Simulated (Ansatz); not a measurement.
# ZrAl2N3: a trial structure relaxed

Aim: relax a trial structure of ZrAl2N3 and see where it ends.

Method: DFT PBE, scalar-relativistic, plane waves, PAW, in Ansatz 0.2.0.

### Step 1. The starting structure

The structure is trigonal, space group P3m1 (No. 156). Conventional cell: a = 3.340 Å, b = 3.340 Å, c = 8.180 Å, α = 90.00°, β = 90.00°, γ = 120.00°. Zr (site symmetry 3m) has 4 N at 2.05 Å as nearest neighbours. Around Al (site symmetry 3m) lie 4 N at 2.05 Å. N (site symmetry 3m) has 3 Al at 2.05 Å and 1 Zr at 2.05 Å as nearest neighbours. Around N (site symmetry 3m) lie 3 Zr at 2.05 Å and 1 Al at 2.05 Å. N (site symmetry 3m) is surrounded by 4 Al at 2.05 Å.

As a file:

```
CELL_PARAMETERS angstrom
3.33954 0.00000 0.00000
-1.66977 2.89213 0.00000
0.00000 0.00000 8.18017
ATOMIC_POSITIONS crystal
Zr 0.33333 0.66667 0.66667
Al 0.00000 0.00000 0.00000
Al 0.66667 0.33333 0.33333
N 0.33333 0.66667 0.91667
N 0.66667 0.33333 0.58333
N 0.00000 0.00000 0.25000
```

The start is an ordering of an alloy on its end members' structure types: elements ordered on the sites of the AlN type, Zr/Al on Al (P3m1, No. 156).

### Step 2. A first look at the guess

The input, input.yaml:

```yaml
crystal:
  lattice:
    - [3.33954061, 0.0, 0.0]
    - [-1.6697703, 2.892127, 0.0]
    - [0.0, 0.0, 8.18017046]
  atoms:
    - { symbol: Zr, position: [0.33333333, 0.66666667, 0.66666667] }
    - { symbol: Al, position: [0.0, 0.0, 0.0] }
    - { symbol: Al, position: [0.66666667, 0.33333333, 0.33333333] }
    - { symbol: "N", position: [0.33333333, 0.66666667, 0.91666667] }
    - { symbol: "N", position: [0.66666667, 0.33333333, 0.58333333] }
    - { symbol: "N", position: [0.0, 0.0, 0.25] }
basis:
  ecutwfc: 420
kpoints:
  mp_grid: { grid: [6, 6, 2] }
hamiltonian:
  xc: pbe
scf:
  occupations: { method: gaussian, width: 0.1 }
  lower_state_search: "off"
output:
  forces: true
  stress: true
  eigenvalues: true
```

Started as:

```bash
> ansatz run input.yaml --threads 1 --pin off --max-ram 2560MiB --backend cpu --events-out ev --progress --plain --runs-dir out
```

The session goes on with these runs: rough relaxation on the coarse mesh; spin check on a coarse mesh; relaxation on the finer mesh.

Q: Predict the outcome of this session. Wanted: conventional cell; volume; energy over the elements; gap on the mesh.

The runs gave:

```
                                                              quantity                                                                       value
                                symmetry at the end (tolerance 0.05 Å)                                                  space group P3m1 (No. 156)
                                                     conventional cell  a = 3.250 Å, b = 3.250 Å, c = 8.077 Å, α = 90.00°, β = 90.00°, γ = 120.00°
                                                                volume                                                               12.31 Å³/atom
energy over the elements (uncorrected; H, N, O, F and Cl as molecules)                                                               -1.17 eV/atom
                                                       gap on the mesh                                                                none (metal)
```

In words: The space group P3m1 (No. 156) is kept, and the volume per atom shrinks by 6.5 % from the first guess. A negative formation energy is needed for stability but isn't enough; other structures and compounds were not set against it here. No finished test with a distortion of lower symmetry is shown, so the end may be a saddle point. Some metallic runs here have no spin polarisation while others do, so their energies compare only roughly. Other magnetic orders were not searched.
